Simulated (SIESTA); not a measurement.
Something may be wrong with this SIESTA 5.4.2 calculation of Cu.

The input Cu.fdf:

```
SystemName                      Cu
SystemLabel                     Cu
NumberOfSpecies                 1
NumberOfAtoms                   6
%block ChemicalSpeciesLabel
  1  29 Cu
%endblock ChemicalSpeciesLabel
%include structure.fdf

%block kgrid.MonkhorstPack
   12   0   0  0.0
    0  12   0  0.0
    0   0   1  0.0
%endblock kgrid.MonkhorstPack
XC.Functional                   VDW
XC.Authors                      C09
PAO.BasisSize                   DZDP
PAO.EnergyShift                 0.005 Ry
Mesh.Cutoff                     800 Ry
OccupationFunction              FD
ElectronicTemperature           0.05 eV
Slab.DipoleCorrection           vacuum
MaxSCFIterations                80
SCF.MustConverge                false
SCF.Mixer.Method                Pulay
SCF.Mixer.Weight                0.25
SCF.Mixer.History               8
SCF.DM.Tolerance                5.0e-05
SCF.H.Tolerance                 1.0e-03 eV
WriteForces                     true
Charge.Mulliken                 end
%block PAO.PolarizationScheme
  Cu non-perturbative
%endblock PAO.PolarizationScheme
%block PAO.Basis
  Cu 5
  n=3 0 2
    2.276 0.000
  n=4 0 2
    6.830 0.000
  n=3 1 2
    2.547 0.000
  n=4 1 2
    6.830 0.000
  n=3 2 2
    4.557 0.000
%endblock PAO.Basis
```

The input structure.fdf:

```
LatticeConstant                 1.0 Ang
%block LatticeVectors
     2.5340966698     0.0000000000     0.0000000000
    -1.2670483349     2.1945920917     0.0000000000
     0.0000000000     0.0000000000    25.2814275000
%endblock LatticeVectors
AtomicCoordinatesFormat         Fractional
%block AtomicCoordinatesAndAtomicSpecies
     0.6666666700     0.3333333400     0.2966604635  1  Cu
     0.3333333300     0.6666666600     0.3779962781  1  Cu
     0.6666666700     0.3333333400     0.4593320927  1  Cu
     0.3333333300     0.6666666600     0.5406679073  1  Cu
     0.6666666700     0.3333333400     0.6220037219  1  Cu
     0.3333333300     0.6666666600     0.7033395365  1  Cu
%endblock AtomicCoordinatesAndAtomicSpecies
```

Potentials or basis: PseudoDojo 0.4 standard (PBE files), DZDP (energy shift 0.005 Ry; two zetas on semicore shells).

Command:

```bash
$ siesta Cu.fdf > Cu.out 2>&1
```

Cu.out:

```text
Version         : 5.4.2

                           ***********************
                           *  WELCOME TO SIESTA  *
                           ***********************

 NOTE: Siesta V5 introduces some new defaults for basis-set generation
 NOTE: which might lead to slightly different numerical results.
 NOTE: Please see the manual for full details and compatibility measures.

reinit: Reading from file Cu.fdf

reinit: -----------------------------------------------------------------------
reinit: System Name: Cu
reinit: -----------------------------------------------------------------------
reinit: System Label: Cu
reinit: -----------------------------------------------------------------------

initatom: Reading input for the pseudopotentials and atomic orbitals ----------
Species number:   1 Atomic number:   29 Label: Cu

Ground state valence configuration (from tables):   4s01  4p00  3d10  4f00

---- Processing specs for species: Cu
pseudo_read: ERROR: Pseudopotential file not found: Cu.{vps,psf,psml}

Stopping Program from Node:    0

Stopping Program from Node:    0

Program received signal SIGABRT: Process abort signal.

Backtrace for this error:
```

Task: How did it end, and where is the flaw?

Result: The program refused the input. The input holds a flaw that was put in on purpose: pseudopotential file missing.
